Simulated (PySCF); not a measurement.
**PbH4: other functionals and bases at one geometry**

One table from this session's results is given with a row withheld; the runs are named, their logs left out.

Method: several levels, as the steps say, no spin–orbit coupling; program: PySCF 2.14.0.

3 further runs of the same task are left out: 2 for a known fault of the program, 1 that didn't finish. Runs told in other sessions of the task aren't counted.

**The starting structure**

5 atoms, charge 0, spin multiplicity 1.

Bond lengths: Pb1–H2 1.757 Å, Pb1–H3 1.757 Å, Pb1–H4 1.757 Å, Pb1–H5 1.757 Å. Angles: H2–Pb1–H3 109.4°, H2–Pb1–H4 109.5°, H2–Pb1–H5 109.5°, H3–Pb1–H4 109.5°, H3–Pb1–H5 109.5°, H4–Pb1–H5 109.4°.

Geometry (Å):

```xyz
5

Pb    0.0078    0.3729    0.0000
H    -0.0134   -0.6421    1.4346
H    -0.0134   -0.6421   -1.4346
H     1.4627    1.3582    0.0000
H    -1.4050    1.4179    0.0000
```

Formal oxidation states: Pb +4. An earlier session relaxed this geometry at PBE0, Pb def2-SVP with ECP60, H def2-SVP (singlet, point group Td).

At PBE0 on the finer grid: E = -195.179256 Eh, HOMO -8.86 eV, LUMO -0.08 eV, Mulliken charge on Pb1 +0.22 e, largest force component 0.002 eV/Å. 

Levels to run: BLYP; BP86; wB97X; revPBE; PBE0, TZVP; PBE0, x2c-SVP. Hardware: 2 threads of Arm Neoverse V2, shared host.

Set-up of the first run:

Input file run.py (the lines that set the calculation):

```python
mol = gto.M(atom='''
Pb     0.00776     0.37288     0.00000
H     -0.01336    -0.64207     1.43457
H     -0.01336    -0.64207    -1.43457
H      1.46272     1.35825     0.00000
H     -1.40497     1.41791     0.00000''',
    basis={'Pb': 'def2-SVP', 'H': 'def2-SVP'},
    ecp={'Pb': 'def2-SVP'},
    charge=0, spin=0)
mf = dft.RKS(mol, xc='BLYP')
mf.grids.atom_grid = (75, 302)
mf = mf.density_fit()  # fitting sets: Pb def2-universal-JKFIT, H def2-universal-JKFIT
mf.conv_tol = 1e-08; mf.max_cycle = 55
mf.kernel(dm0)  # dm0: the density of the relaxed state
```

Run with:

```
> OMP_NUM_THREADS=2 python run.py
```

Steps of the session up to this table: BLYP; BP86; wB97X; revPBE; PBE0, TZVP; PBE0, x2c-SVP.

One table of the session follows, with a row left open; its other results are not shown here.

| level | HOMO (eV) | gap (eV) | charge on Pb1 (e) | largest force component (eV/Å) |
| --- | --- | --- | --- | --- |
| PBE0 (relaxed here) | -8.86 | 8.78 | 0.22 | 0.00 |
| BLYP | -7.55 | 6.54 | 0.26 | 0.30 |
| BP86 | -7.79 | 6.61 | 0.21 | 0.20 |
| wB97X | ? | ? | ? | ? |
| revPBE | -7.64 | 6.64 | 0.22 | 0.24 |
| PBE0, TZVP | -8.90 | 8.46 | 0.21 | 0.08 |
| PBE0, x2c-SVP | -8.90 | 8.80 | 0.27 | 0.08 |

Q: Estimate the row for wB97X from the others.

As computed: HOMO (eV): -11.19; gap (eV): 13.28; charge on Pb1 (e): 0.31; largest force component (eV/Å): 0.03. In the column «HOMO (eV)» it is the lowest.

In one basis the HOMO–LUMO gap runs from 6.54 eV (BLYP) to 13.28 eV (wB97X). The largest leftover force, 0.30 eV/Å with BLYP, stands at a geometry relaxed at another level. Total energies of different levels can't be compared.
